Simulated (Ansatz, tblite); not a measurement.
# Ga7As7 zinc blende off sphere (Ga7As7H20): rung by rung

One table from this session's results is given with a row withheld; the runs are named, their logs left out.

The runs use Ansatz 0.2.0, Gaussian basis; as each input shows.

The runs, in order: GFN1-xTB, GFN2-xTB, PBE-D4/def2-TZVP, r2SCAN-D4/def2-TZVP, PBE-D4/def2-SVP, PBE0-D4/def2-SVP.

1 further run of the same task is left out (set aside as unsound or not needed).

## The geometry

The geometry is that of the singlet, from an earlier relaxation (PBE-D4/def2-SVP).

34 atoms, charge 0, spin multiplicity 1.

Bond lengths: Ga1–As9 2.561 Å, Ga1–As10 2.493 Å, Ga1–H15 1.581 Å, Ga1–H16 1.581 Å, Ga2–As8 2.482 Å, Ga2–As11 2.482 Å, Ga2–As12 2.482 Å, Ga2–H17 1.572 Å, Ga3–As9 2.453 Å, Ga3–As11 2.549 Å, Ga3–As13 2.453 Å, Ga3–H18 1.575 Å, Ga4–As8 2.549 Å, Ga4–As9 2.453 Å, Ga4–As14 2.453 Å, Ga4–H19 1.575 Å, Ga5–As10 2.493 Å, Ga5–As14 2.561 Å and more. Angles: As9–Ga1–As10 96.4°, As9–Ga1–H15 104.2°, As9–Ga1–H16 104.3°, As10–Ga1–H15 111.3°, As10–Ga1–H16 111.3°, H15–Ga1–H16 124.8°, As8–Ga2–As11 99.5°, As8–Ga2–As12 99.5°, As8–Ga2–H17 118.2°, As11–Ga2–As12 99.4°, As11–Ga2–H17 118.2°, As12–Ga2–H17 118.3°, As9–Ga3–As11 106.1°, As9–Ga3–As13 104.6°, As9–Ga3–H18 117.0°, As11–Ga3–As13 105.9°, As11–Ga3–H18 105.2°, As13–Ga3–H18 117.0° and more.

PBE0-D4/def2-TZVP was run before; its log isn't repeated, and its numbers join the tables.

The first run:

Tight binding, by tblite at 300 K electronic temperature and without a spin-polarisation term:

```python
tblite.interface.Calculator('GFN1-xTB', numbers, positions, charge=0, uhf=0).singlepoint()
```

Tight binding, by tblite at 300 K electronic temperature and without a spin-polarisation term:

```python
tblite.interface.Calculator('GFN2-xTB', numbers, positions, charge=0, uhf=0).singlepoint()
```

start.molden holds the orbitals of an earlier run on this state, given as this run's starting guess.

in.yaml

```yaml
crystal:
  periodic: [false, false, false]
  atoms:
    - {symbol: Ga, position_ang: [0.769360, -3.769029, 0.767531]}
    - {symbol: Ga, position_ang: [-2.302763, 2.305667, -2.300606]}
    - {symbol: Ga, position_ang: [0.815538, -0.822640, -2.117006]}
    - {symbol: Ga, position_ang: [-2.119989, -0.820437, 0.821421]}
    - {symbol: Ga, position_ang: [0.772413, -0.773896, 3.766363]}
    - {symbol: Ga, position_ang: [0.820226, 2.113929, 0.822285]}
    - {symbol: Ga, position_ang: [3.766998, -0.770822, 0.767705]}
    - {symbol: As, position_ang: [-3.410811, 0.737025, -0.729014]}
    - {symbol: As, position_ang: [-0.623421, -2.125913, -0.618039]}
    - {symbol: As, position_ang: [2.044066, -2.045974, 2.040489]}
    - {symbol: As, position_ang: [-0.733538, 0.735026, -3.409126]}
    - {symbol: As, position_ang: [-0.728645, 3.410345, -0.732118]}
    - {symbol: As, position_ang: [2.121734, 0.616492, -0.620273]}
    - {symbol: As, position_ang: [-0.619488, 0.615913, 2.126016]}
    - {symbol: H, position_ang: [1.687863, -4.492368, -0.296109]}
    - {symbol: H, position_ang: [-0.288288, -4.496635, 1.689462]}
    - {symbol: H, position_ang: [-3.210323, 3.214483, -3.207477]}
    - {symbol: H, position_ang: [1.611353, -1.619986, -3.217791]}
    - {symbol: H, position_ang: [-3.222004, -1.615699, 1.617632]}
    - {symbol: H, position_ang: [-0.286569, -1.694935, 4.493153]}
    - {symbol: H, position_ang: [1.693187, 0.287196, 4.490519]}
    - {symbol: H, position_ang: [1.618931, 3.212500, 1.619802]}
    - {symbol: H, position_ang: [4.494050, -1.689754, -0.292896]}
    - {symbol: H, position_ang: [4.490254, 0.290816, 1.688539]}
    - {symbol: H, position_ang: [-4.430018, -0.036559, -1.562298]}
    - {symbol: H, position_ang: [-4.419006, 1.575996, 0.052806]}
    - {symbol: H, position_ang: [-1.557436, -2.896872, -1.551044]}
    - {symbol: H, position_ang: [2.927860, -2.930185, 2.922697]}
    - {symbol: H, position_ang: [-1.567147, -0.036508, -4.429652]}
    - {symbol: H, position_ang: [0.049809, 1.574300, -4.415921]}
    - {symbol: H, position_ang: [0.055446, 4.415849, -1.572233]}
    - {symbol: H, position_ang: [-1.559041, 4.432270, 0.041031]}
    - {symbol: H, position_ang: [2.890652, 1.550800, -1.554702]}
    - {symbol: H, position_ang: [-1.551230, 1.549626, 2.898864]}
basis:
  gaussian: {orbitals: def2-TZVP, fitting: {mean_field: def2-universal-jkfit}, initial_orbitals: start.molden}
hamiltonian: {xc: pbe, dispersion: d4}
scf: {omitted_lower_state_checks: [starts]}
output: {forces: true, orbitals: {seedname: orbitals}}
```

On the command line:

```console
$ ansatz run in.yaml --threads 4 --pin off --events-out ev --progress --plain --max-ram 63488MiB --backend cuda --devices 0, --max-vram 37GiB
```

Steps of the session up to this table: PBE-D4/def2-TZVP; r2SCAN-D4/def2-TZVP; PBE-D4/def2-SVP; PBE0-D4/def2-SVP.

One of the session's tables, all rows but one given; the rest of the session is left out.

It belongs to the step «Binding energy». 

```
              level  binding an atom (eV)
    PBE-D4/def2-SVP                 2.575
   PBE-D4/def2-TZVP                 2.570
r2SCAN-D4/def2-TZVP                 2.593
   PBE0-D4/def2-SVP                 2.568
  PBE0-D4/def2-TZVP                     ?
```

Estimate the missing values for PBE0-D4/def2-TZVP.

As computed: binding an atom (eV): 2.563. In the column «binding an atom (eV)» it is the lowest.

To keep in mind: Free atoms were run apart at each level; binding is atoms less cluster, divided by the number of atoms, without zero-point or spin-orbit terms.
